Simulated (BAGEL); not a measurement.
# HF/STO-3G (density fitting with qzvpp-jkfit) run of CH5GaS (SMILES [CH3][GaH][SH])

Aim: the energy change on altering one bond length of CH5GaS at HF/STO-3G (density fitting with qzvpp-jkfit), from 2 runs. 

The results are computed with BAGEL 1.2.2.

3 further runs of the same task are left out: 1 that didn't finish, 2 set aside as unsound or not needed.

## (1) The structure to begin with

The species is CH5GaS (8 atoms), meant as a singlet with charge 0. As SMILES, `[CH3][GaH][SH]`. The shape is that of a PBE0-D4/def2-TZVP optimisation. This is one conformer, not always the lowest.

Bond lengths: C1–Ga2 1.960 Å, Ga2–S3 2.208 Å, C1–H4 1.093 Å, C1–H5 1.090 Å, C1–H6 1.093 Å, Ga2–H7 1.564 Å, S3–H8 1.343 Å. Angles: C1–Ga2–S3 119.9°, C1–Ga2–H7 126.4°, S3–Ga2–H7 113.7°, Ga2–C1–H4 110.0°, Ga2–C1–H5 112.0°, Ga2–C1–H6 109.8°, Ga2–S3–H8 95.1°, H4–C1–H5 108.8°, H4–C1–H6 107.4°, H5–C1–H6 108.7°.

## (2) A single-point energy at HF/STO-3G (density fitting with qzvpp-jkfit)

input.json

```json
{ "bagel": [

{
  "title": "molecule",
  "basis": "sto-3g",
  "df_basis": "qzvpp-jkfit",
  "angstrom": true,
  "geometry": [
    { "atom": "C", "xyz": [      -0.822600,       0.630300,      -0.510700 ] },
    { "atom": "Ga", "xyz": [       0.973600,       0.037600,       0.003700 ] },
    { "atom": "S", "xyz": [       1.217500,      -1.725900,       1.309100 ] },
    { "atom": "H", "xyz": [      -0.967200,       1.675400,      -0.226100 ] },
    { "atom": "H", "xyz": [      -1.600900,       0.027200,      -0.042900 ] },
    { "atom": "H", "xyz": [      -0.936300,       0.569300,      -1.596000 ] },
    { "atom": "H", "xyz": [       2.326300,       0.695600,      -0.424400 ] },
    { "atom": "H", "xyz": [      -0.098200,      -1.966600,       1.431400 ] }
  ]
},

{
  "title": "hf",
  "charge": 0
},

{
  "title": "print",
  "file": "orbitals.molden",
  "orbitals": true
}

]}
```

Launch:

```
$ BAGEL_NUM_THREADS=1 BAGEL input.json > input.out
```

Output:

```text
* using 1 threads per process

  ===============================================================
  ===============================================================

  *** Geometry ***

  { "atom" : "C", "xyz" : [     -1.554489,      1.191094,     -0.965083 ] },
  { "atom" : "Ga", "xyz" : [      1.839837,      0.071054,      0.006992 ] },
  { "atom" : "S", "xyz" : [      2.300742,     -3.261478,      2.473840 ] },
  { "atom" : "H", "xyz" : [     -1.827743,      3.166047,     -0.427267 ] },
  { "atom" : "H", "xyz" : [     -3.025263,      0.051401,     -0.081069 ] },
  { "atom" : "H", "xyz" : [     -1.769351,      1.075821,     -3.016003 ] },
  { "atom" : "H", "xyz" : [      4.396070,      1.314493,     -0.802000 ] },
  { "atom" : "H", "xyz" : [     -0.185571,     -3.716335,      2.704954 ] },

  Number of auxiliary basis functions:      559

  Since a DF basis is specified, we compute 2- and 3-index integrals:
    o Being stored without compression. Storage requirement is 0.006 GB

  Number of basis functions:       37
  Number of electrons      :       58

    * METHOD: MOLECULE                             0.58

  *** RHF ***

  === Nuclear Repulsion ===
   246.8899367676

      * DIIS with orbital gradients will be used.

  === RHF iteration (sto-3g) ===
      0      -2334.35653068          0.00735012           0.07
      1      -2334.39678614          0.00186901           0.07
      2      -2334.39955540          0.00059233           0.07
      3      -2334.39986445          0.00014389           0.07
      4      -2334.39989897          0.00009356           0.07
      5      -2334.39992306          0.00005963           0.07
      6      -2334.39993398          0.00004184           0.09
      7      -2334.39994201          0.00002116           0.09
      8      -2334.39994404          0.00000707           0.08
      9      -2334.39994422          0.00000251           0.08
     10      -2334.39994424          0.00000101           0.08
     11      -2334.39994424          0.00000047           0.07
     12      -2334.39994424          0.00000030           0.07
     13      -2334.39994424          0.00000022           0.07
     14      -2334.39994424          0.00000016           0.08
     15      -2334.39994424          0.00000011           0.08
     16      -2334.39994424          0.00000006           0.08
     17      -2334.39994424          0.00000003           0.08
     18      -2334.39994424          0.00000002           0.08
     19      -2334.39994424          0.00000002           0.08
     20      -2334.39994424          0.00000001           0.08
     21      -2334.39994424          0.00000001           0.08
    * SCF iteration converged.

    * Permanent dipole moment:
           (    0.333613,    -0.095190,     0.085699) a.u.

    * METHOD: HF                                   2.02

    * METHOD: PRINT                                0.00

  ===============================================================
```

Wall time 3.3 s (1 thread of Intel Xeon at 2.50GHz (Skylake/Cascade Lake), shared host).

## (3) The distorted shape, same level

input.json

```json
{ "bagel": [

{
  "title": "molecule",
  "basis": "sto-3g",
  "df_basis": "qzvpp-jkfit",
  "angstrom": "true",
  "geometry": [
    { "atom": "C", "xyz": [      -0.625229,       0.666408,      -0.529047 ] },
    { "atom": "Ga", "xyz": [       1.170971,       0.073708,      -0.014647 ] },
    { "atom": "S", "xyz": [       1.414871,      -1.689792,       1.290753 ] },
    { "atom": "H", "xyz": [      -0.769829,       1.711508,      -0.244447 ] },
    { "atom": "H", "xyz": [      -1.403529,       0.063308,      -0.061247 ] },
    { "atom": "H", "xyz": [      -0.738929,       0.605408,      -1.614347 ] },
    { "atom": "H", "xyz": [       2.523671,       0.731708,      -0.442747 ] },
    { "atom": "H", "xyz": [      -0.098200,      -1.966600,       1.431400 ] }
  ]
},

{
  "title": "hf"
},

{
  "title": "print",
  "file": "orbitals.molden",
  "orbitals": "true"
}

]}
```

Launch:

```
$ BAGEL_NUM_THREADS=1 BAGEL input.json > input.out
```

Output:

```text
* using 1 threads per process

  ===============================================================
  ===============================================================

  *** Geometry ***

  { "atom" : "C", "xyz" : [     -1.181512,      1.259329,     -0.999754 ] },
  { "atom" : "Ga", "xyz" : [      2.212814,      0.139288,     -0.027679 ] },
  { "atom" : "S", "xyz" : [      2.673719,     -3.193244,      2.439170 ] },
  { "atom" : "H", "xyz" : [     -1.454766,      3.234281,     -0.461938 ] },
  { "atom" : "H", "xyz" : [     -2.652285,      0.119635,     -0.115740 ] },
  { "atom" : "H", "xyz" : [     -1.396373,      1.144055,     -3.050674 ] },
  { "atom" : "H", "xyz" : [      4.769047,      1.382728,     -0.836671 ] },
  { "atom" : "H", "xyz" : [     -0.185571,     -3.716335,      2.704954 ] },

  Number of auxiliary basis functions:      559

  Since a DF basis is specified, we compute 2- and 3-index integrals:
    o Being stored without compression. Storage requirement is 0.006 GB

  Number of basis functions:       37
  Number of electrons      :       58

    * METHOD: MOLECULE                             0.56

  *** RHF ***

  === Nuclear Repulsion ===
   245.8037920965

      * DIIS with orbital gradients will be used.

  === RHF iteration (sto-3g) ===
      0      -2334.33096457          0.00771227           0.06
      1      -2334.37203326          0.00218050           0.08
      2      -2334.37541742          0.00065901           0.08
      3      -2334.37580018          0.00014722           0.08
      4      -2334.37583555          0.00009460           0.08
      5      -2334.37585944          0.00006012           0.08
      6      -2334.37587020          0.00004254           0.09
      7      -2334.37587859          0.00002105           0.10
      8      -2334.37588052          0.00000778           0.09
      9      -2334.37588074          0.00000291           0.07
     10      -2334.37588076          0.00000113           0.09
     11      -2334.37588076          0.00000052           0.08
     12      -2334.37588076          0.00000033           0.08
     13      -2334.37588076          0.00000024           0.07
     14      -2334.37588076          0.00000017           0.07
     15      -2334.37588076          0.00000012           0.07
     16      -2334.37588076          0.00000007           0.07
     17      -2334.37588076          0.00000004           0.07
     18      -2334.37588076          0.00000003           0.07
     19      -2334.37588076          0.00000002           0.07
     20      -2334.37588076          0.00000001           0.07
     21      -2334.37588076          0.00000001           0.07
    * SCF iteration converged.

    * Permanent dipole moment:
           (    0.271252,    -0.098544,     0.085562) a.u.

    * METHOD: HF                                   1.92

    * METHOD: PRINT                                0.00

  ===============================================================
```

Wall time 2.9 s (1 thread of Intel Xeon at 2.50GHz (Skylake/Cascade Lake), shared host).

## (4) Outcome

At HF/STO-3G (density fitting with qzvpp-jkfit):

| quantity | value |
| --- | --- |
| first shape: total energy | -2334.39994 Eh |
| first shape: dipole moment | 0.91 D |
| first shape: HOMO energy | -6.88 eV |
| first shape: LUMO energy | 5.22 eV |
| first shape: HOMO–LUMO gap | 12.10 eV |
| distorted shape: total energy | -2334.37588 Eh |
| distorted shape: dipole moment | 0.77 D |
| distorted shape: HOMO energy | -6.88 eV |
| distorted shape: LUMO energy | 5.22 eV |
| distorted shape: HOMO–LUMO gap | 12.11 eV |
| energy change with the S3–H8 bond stretched from 1.343 to 1.545 Å | 0.655 eV |

In words: With the S3–H8 bond stretched from 1.343 to 1.545 Å the energy rises by 0.65 eV (63.2 kJ/mol). The first shape isn't relaxed at this level, so the change isn't measured from a minimum. The minimal basis adds a large error of its own.
